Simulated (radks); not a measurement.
# Ge²⁺ in [Ar] 3d10 4s2: an all-electron calculation

An exercise on one series of results from a longer session: the logs are not shown, and one member is left open.

The numbers are computed with radks (a radial shooting solver on a logarithmic mesh, Libxc functionals) version 1 (scalar-relativistic Kohn-Sham, PBE, spin-polarised, spherical densities, point nucleus), except any that are marked as measured or tabulated.

## What is computed

```
element       : germanium (Z = 32)
charge        : +2
electrons     : 30
configuration : [Ar] 3d10 4s2
```

Outer shells as boxes (Hund's rule):

Ge²⁺
```
[Ar] core
3d [↑↓][↑↓][↑↓][↑↓][↑↓]
4s [↑↓]
```

The first run:

Settings of this run:

```text
Z 32
configuration [Ar] 3d10 4s2 4p0 5s0
relativity scalar-relativistic
functional pbe,pbe
spin polarised
nucleus point
c 137.035999084
```

The run is started by

```
$ python run_ks.py task.json out
```

This one command runs every case of the session in turn.

One table of the session follows, with a row left open; its other results are not shown here.

From the orbitals of this run (lengths in bohr):

```
level      <r>  outermost maximum (interpolated)  90 % within  nodes
   1s  0.04700                            0.0307       0.0840      0
   2s   0.2100                             0.176        0.325      1
   2p   0.1837                             0.141        0.300      0
   3s   0.6242                             0.542        0.933      2
   3p   0.6469                             0.543        0.995      1
   3d        ?                                 ?            ?      ?
   4s    1.941                              1.67         2.87      3
   4p    2.333                              1.97         3.50      2
```

Q: Estimate the row for 3d from the others.

**Answer.** <r>: 0.7316; outermost maximum (interpolated): 0.504; 90 % within: 1.24; nodes: 0. In the column «<r>» it lies between 3p (0.6469) and 4s (1.941).
